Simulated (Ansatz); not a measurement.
# Ga2PtCl4: the cost of one run

Method: DFT PBE, scalar-relativistic, plane waves, PAW, unless a step names another level, in Ansatz 0.2.0.

3 further runs of the same task are left out: 2 that didn't finish, 1 set aside as unsound or not needed.

### 1 Starting point

The structure is tetragonal, space group P4/mmm (No. 123). The conventional cell has a = 6.982 Å, b = 6.982 Å, c = 4.010 Å, α = 90.00°, β = 90.00°, γ = 90.00°. Ga (site symmetry mmm) has 8 Cl at 3.18 Å as nearest neighbours. Pt (site symmetry 4/mmm) is surrounded by 4 Cl at 2.32 Å. Cl (site symmetry m2m) has 1 Pt at 2.32 Å and 4 Ga at 3.18 Å as nearest neighbours.

Structure file:

```
CELL_PARAMETERS angstrom
6.98161 0.00000 0.00000
0.00000 6.98161 0.00000
0.00000 0.00000 4.01005
ATOMIC_POSITIONS crystal
Ga 0.50000 0.00000 0.50000
Ga 0.00000 0.50000 0.50000
Pt 0.00000 0.00000 0.00000
Cl 0.23464 0.23464 0.00000
Cl 0.76536 0.23464 0.00000
Cl 0.76536 0.76536 0.00000
Cl 0.23464 0.76536 0.00000
```

It came out lowest among 23 distinct ends of the trial cells. At a tolerance of 0.02 Å it has space group P4/mmm (No. 123).

### 2 A stricter relaxation, on the response runs' mesh and smearing

input.yaml reads:

```yaml
crystal:
  lattice:
    - [6.9816114666, 0.0, 0.0]
    - [0.0, 6.9816114666, 0.0]
    - [0.0, 0.0, 4.0100509846]
  atoms:
    - { symbol: Ga, position: [0.5, 0.0, 0.5] }
    - { symbol: Ga, position: [0.0, 0.5, 0.5] }
    - { symbol: Pt, position: [0.0, 0.0, 0.0] }
    - { symbol: Cl, position: [0.234641996, 0.234641996, 0.0] }
    - { symbol: Cl, position: [0.765358004, 0.234641996, 0.0] }
    - { symbol: Cl, position: [0.765358004, 0.765358004, 0.0] }
    - { symbol: Cl, position: [0.234641996, 0.765358004, 0.0] }
basis:
  ecutwfc: 420
kpoints:
  mp_grid: { grid: [4, 4, 8] }
hamiltonian:
  xc: pbe
scf:
  occupations: { method: fixed }
output:
  forces: true
  stress: true
  eigenvalues: true
relax:
  adjacent_minimum: "off"
  f_tol: 0.001
  max_steps: 60
  cell: { stress_tol: 0.01 }
```

Started as:

```console
$ ansatz run input.yaml --threads 3 --pin off --max-ram 7680MiB --backend cpu --events-out ev --progress --plain --runs-dir out
```

What time and memory should one allow on 3 threads of AMD EPYC 9R45 (Zen 5), shared host?

About 7.4 s, with a peak of 0.65 GiB.
